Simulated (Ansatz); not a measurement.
The system is Hf2Pd2Se2Br2O3.

```xyz
11
Lattice="3.7261 0.0000 0.0000 -1.8631 3.2269 0.0000 0.0000 0.0000 17.0087" Properties=species:S:1:pos:R:3 pbc="T T T"
Hf    1.8631    1.0756   15.8835
Hf    0.0000    2.1513    1.1251
Pd    0.0000    0.0000    5.1533
Pd    0.0000    0.0000   11.8554
Se    0.0000    2.1513    3.8523
Se    1.8631    1.0756   13.1564
Br    1.8631    1.0756    6.7800
Br    0.0000    2.1513   10.2287
O     0.0000    2.1513   15.7652
O     1.8631    1.0756    1.2435
O     0.0000    0.0000    0.0000
```

The cell was built by a generator and needn't be a form met in nature.

| Property | Result |
| --- | --- |
| Program | Ansatz 0.2.0 |
| Task | relaxation of cell and atoms |
| Functional | r2SCAN |
| Potentials or basis | Ansatz PAW |
| Cutoff | 500 eV (not typed: the program's choice for these potentials) |
| k mesh | 6 × 6 × 2 |
| Occupations | fermi-dirac, width 0.05 eV |
| Spin | no spin polarisation |

At the start: volume 18.59 Å³/atom.

Q: How do energy, volume and symmetry change on relaxing?

A: It ends after 7 steps and the volume is 17.82 Å³/atom (-4.1 %); space group P-3m1 (No. 164, to 0.05 Å).

Step by step:
| step | energy change (eV) | largest force (eV/Å) | volume (Å³) |
| --- | --- | --- | --- |
| 1 | 0.0000 | 0.2162 | 204.51 |
| 2 | -0.0141 | 0.4258 | 195.03 |
| 3 | -0.0586 | 0.0821 | 196.18 |
| 4 | -0.0598 | 0.0303 | 196.34 |
| 5 | -0.0601 | 0.0107 | 195.96 |
| 6 | -0.0601 | 0.0016 | 196.05 |
| 7 | -0.0562 | 0.0013 | 196.05 |

Final structure:
```xyz
11
Lattice="3.6951 0.0000 0.0000 -1.8476 3.2001 0.0000 0.0000 0.0000 16.5796" Properties=species:S:1:pos:R:3 pbc="T T T"
Hf    1.8476    1.0667   15.4507
Hf    0.0000    2.1334    1.1289
Pd    0.0000    0.0000    5.1258
Pd    0.0000    0.0000   11.4538
Se    0.0000    2.1334    3.8056
Se    1.8476    1.0667   12.7740
Br    1.8476    1.0667    6.7478
Br    0.0000    2.1334    9.8318
O     0.0000    2.1334   15.3490
O     1.8476    1.0667    1.2306
O     0.0000    0.0000    0.0000
```

Caveat: the plane-wave basis is chosen anew once the cell has moved, so the energies of steps on either side of that aren't comparable; the PAW data sets come from PBE, with cores solved anew for the run's functional, which leaves a small shift of forces and pressure.
